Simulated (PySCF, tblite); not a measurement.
**C₄H₁₆GeSi₂: geometry, infrared bands and NMR shifts**

What infrared bands and NMR shifts should C₄H₁₆GeSi₂ (`C[SiH2]C[C@@H]([GeH3])C[SiH3]`) show?

Programs: tblite 0.8.0 and PySCF 2.14.0, with density-fitted response routines of our own. Each step states its level of theory. These are calculated values for one molecule in the gas phase, unless marked as measured. Atoms are numbered from 0 throughout.

## 1. The starting structure

23 atoms, charge 0, multiplicity 1; geometry from: force field or distance geometry start.

Bonds of the start (Å): C0–Si1 1.90, Si1–C2 1.85, C2–C3 1.52, C3–Ge4 1.94, C3–C5 1.53, C5–Si6 1.87, C0–H7 1.11, C0–H8 1.09, C0–H9 1.13, Si1–H10 1.48, Si1–H11 1.45, C2–H12 1.12, C2–H13 1.11, C3–H14 1.12, Ge4–H15 1.55, Ge4–H16 1.55, Ge4–H17 1.57, C5–H18 1.09, C5–H19 1.11, Si6–H20 1.46, Si6–H21 1.46, Si6–H22 1.47.

## 2. Optimising the geometry with GFN2-xTB

What the job is given:

```
{"job": {"kind": "relax", "xc": "GFN2-xTB", "basis": "xTB"}, "charge": 0, "multiplicity": 1}
C      3.268200     0.358500     0.502500
Si     1.753000     1.020600    -0.429700
C      0.268600     0.297100     0.406200
C     -0.841000    -0.084200    -0.559700
Ge    -0.255500    -1.434000    -1.819000
C     -1.959300    -0.718600     0.264700
Si    -2.548000     0.561200     1.490900
H      4.129900     0.208200    -0.174400
H      2.978400    -0.582300     0.976000
H      3.536100     1.112900     1.293300
H      1.770900     2.494200    -0.292300
H      1.794700     0.706800    -1.849200
H      0.624900    -0.601700     0.977900
H     -0.161100     1.046600     1.099500
H     -1.247100     0.811900    -1.093800
H     -0.914400    -1.089400    -3.178000
H      1.277400    -1.408800    -2.062200
H     -0.745000    -2.830900    -1.305300
H     -1.683000    -1.646900     0.767400
H     -2.825800    -0.901800    -0.405000
H     -3.966500     0.303100     1.749700
H     -1.831900     0.512300     2.766100
H     -2.428300     1.892100     0.884300
```

Run with:

```
$ OMP_NUM_THREADS=1 python probes_run.py task.json out
```

One launch serves the whole session: the jobs run in the order shown.

**Question.** This job is followed by: GFN2-xTB harmonic vibrations, gas phase; GIAO PBE0/pcSseg-1 NMR shielding, non-relativistic, gas phase. Predict these results of the whole session: strongest single infrared mode (GFN2-xTB); zero-point energy (GFN2-xTB); ¹³C shifts against TMS (PBE0/pcSseg-1); ¹H shifts against TMS (PBE0/pcSseg-1, means over atoms taken as alike); ²⁹Si shifts against TMS (PBE0/pcSseg-1); ⁷³Ge shifts against GeMe4 (PBE0/pcSseg-1).

**Answer**, as computed:

| quantity | value |
| --- | --- |
| strongest single infrared mode (GFN2-xTB) | 2032 cm⁻¹, 488 km/mol |
| zero-point energy (GFN2-xTB) | 107.2 kcal/mol |
| ¹³C shifts against TMS (PBE0/pcSseg-1) | 25.7, 22.0, 21.0, -6.3 ppm |
| ¹H shifts against TMS (PBE0/pcSseg-1, means over atoms taken as alike) | 4.31, 4.06, 3.92, 3.54, 1.44, 1.36, 1.19, 0.96, 0.77, 0.10 ppm |
| ²⁹Si shifts against TMS (PBE0/pcSseg-1) | -40.5, -72.8 ppm |
| ⁷³Ge shifts against GeMe4 (PBE0/pcSseg-1) | -212 ppm |

What this shows: Relaxing lowered the energy by 0.676 eV in 255 steps; the close pair that moved most is Ge4–H17, from 1.567 to 1.499 Å. No mode is imaginary among the 63: a minimum at this level. The strongest single mode, at 2032 cm⁻¹, moves mainly H15. Unscaled tight-binding wavenumbers are off by several per cent, some by more. Its intensities can rank the bands wrongly. At PBE0/pcSseg-1: The widest tensor belongs to Ge4: span 259 ppm, with a paramagnetic part of -1214 ppm. Spin-orbit coupling is left out, which matters for shieldings and couplings at and beside the heavy atoms.
